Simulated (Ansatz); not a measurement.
# B4Pb5O11: the cost of one run

Program: Ansatz 0.2.0. Level of theory: DFT PBE, scalar-relativistic, plane waves, PAW. These are calculated values, not measurements.

### 1 Starting point

The cell holds 20 atoms (B4O11Pb5): a = 6.970 Å, b = 6.799 Å, c = 6.978 Å, α = 90.71°, β = 94.91°, γ = 92.82°.

It is the last frame of an earlier stage of the same melt, run at 3400 K.

Coordinates:

```
CELL_PARAMETERS angstrom
6.96100 -0.17027 -0.29950
-0.17027 6.79691 -0.04644
-0.29950 -0.04644 6.97123
ATOMIC_POSITIONS crystal
Pb 0.64323 0.32243 0.29075
Pb 0.43485 0.79670 0.38928
Pb 0.17420 0.15794 0.04061
Pb 0.88295 0.55814 0.80992
Pb 0.97161 0.86742 0.51361
O 0.39418 0.46437 0.39939
O 0.16740 0.46120 0.11257
O 0.75781 0.22377 0.86884
O 0.81561 0.85925 0.94171
O 0.58579 0.03166 0.58614
O 0.21851 0.56830 0.62982
O 0.22367 0.18695 0.67448
O 0.12094 0.81359 0.14885
O 0.82913 0.63051 0.29512
O 0.45041 0.90921 0.99627
O 0.85261 0.27108 0.58434
B 0.14870 0.61931 0.17301
B 0.75028 0.15388 0.67046
B 0.61614 0.89733 0.94251
B 0.24749 0.38732 0.64954
```

### 2 The last frame at 3400 K on a finer mesh

The electrons keep the Fermi-Dirac width of that temperature.

input.yaml reads:

```yaml
crystal:
  lattice:
    - [6.960996, -0.170274, -0.299495]
    - [-0.170274, 6.796911, -0.046441]
    - [-0.299495, -0.046441, 6.971227]
  atoms:
    - { symbol: Pb, position: [0.6432273135, 0.3224317941, 0.2907527755] }
    - { symbol: Pb, position: [0.4348482422, 0.7967008447, 0.3892753916] }
    - { symbol: Pb, position: [0.1741963779, 0.157943943, 0.0406104007] }
    - { symbol: Pb, position: [0.8829506075, 0.5581432389, 0.809922859] }
    - { symbol: Pb, position: [0.9716095463, 0.8674156676, 0.5136118533] }
    - { symbol: O, position: [0.3941817016, 0.4643703737, 0.3993936095] }
    - { symbol: O, position: [0.1673957238, 0.4612017904, 0.1125657591] }
    - { symbol: O, position: [0.7578116342, 0.2237659692, 0.8688429638] }
    - { symbol: O, position: [0.8156065677, 0.859249215, 0.9417140686] }
    - { symbol: O, position: [0.5857862549, 0.0316565247, 0.5861411292] }
    - { symbol: O, position: [0.2185089401, 0.5683000994, 0.6298237453] }
    - { symbol: O, position: [0.2236655522, 0.1869519959, 0.6744784737] }
    - { symbol: O, position: [0.1209364903, 0.8135947797, 0.1488531926] }
    - { symbol: O, position: [0.8291337666, 0.6305067962, 0.2951159257] }
    - { symbol: O, position: [0.4504088976, 0.9092094567, 0.9962690219] }
    - { symbol: O, position: [0.8526056752, 0.2710804696, 0.5843412338] }
    - { symbol: B, position: [0.1486978065, 0.6193125006, 0.1730111824] }
    - { symbol: B, position: [0.7502834385, 0.1538763688, 0.6704628451] }
    - { symbol: B, position: [0.6161446236, 0.8973333192, 0.9425068158] }
    - { symbol: B, position: [0.247493653, 0.3873190302, 0.6495414333] }
basis:
  ecutwfc: 420
kpoints:
  mp_grid: { grid: [3, 3, 3] }
hamiltonian:
  xc: pbe
scf:
  occupations: { method: fermi_dirac, width: 0.293 }
output:
  forces: true
  stress: true
  eigenvalues: true
  populations: true
  write_density: true
  write_potential: true
  elf: true
  volumetric_format: npy
```

Command:

```sh
$ ansatz run input.yaml --threads 2 --pin off --max-ram 5120MiB --backend cpu --events-out ev --progress --plain --runs-dir out
```

What time and memory should one allow on 2 threads of Arm Neoverse V1, shared host?

About 56 s, with a peak of 0.86 GiB.
